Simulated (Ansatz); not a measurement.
Runs of Ansatz 0.2.0 on MoI. It takes space group F-43m (No. 216, cubic). The conventional cell has a = 6.358 Å, b = 6.358 Å, c = 6.358 Å, α = 90.00°, β = 90.00°, γ = 90.00°. Mo (site symmetry -43m) is surrounded by 4 I at 2.75 Å. I (site symmetry -43m) is surrounded by 4 Mo at 2.75 Å. The cell was built by a generator and needn't be a form met in nature.

| level | cutoff (eV) | gap on the mesh (eV) | pressure (GPa) |
| --- | --- | --- | --- |
| r2SCAN | 500 | none | -8.1 |
| RPBE | 420 | none | (a) |
| BLYP | 420 | none | -3.4 |
| LDA | 420 | none | -11.6 |
| revPBE | 420 | none | (b) |

Alike in all rows: task band structure; potentials or basis Ansatz PAW; no spin polarisation; cell as given; k mesh 7 × 7 × 7; smearing fermi-dirac 0.05 eV.

Q: Estimate the missing entries.

A: (a) -5.8; (b) -6.2.

Caveats: spin-orbit coupling is left out, which moves the levels of the heavy elements; an odd number of electrons without spin polarisation forces a metal; a magnetic or distorted state may lie lower; the PAW data sets come from PBE, with cores solved anew for the run's functional, which leaves a small shift of forces and pressure.

A k mesh can miss the band edges, and the runs leave out spin-orbit coupling on I, Mo.

A gap of «none» marks a metal or a gap under the smearing width.

Runs at the PBE level aren't shown here.
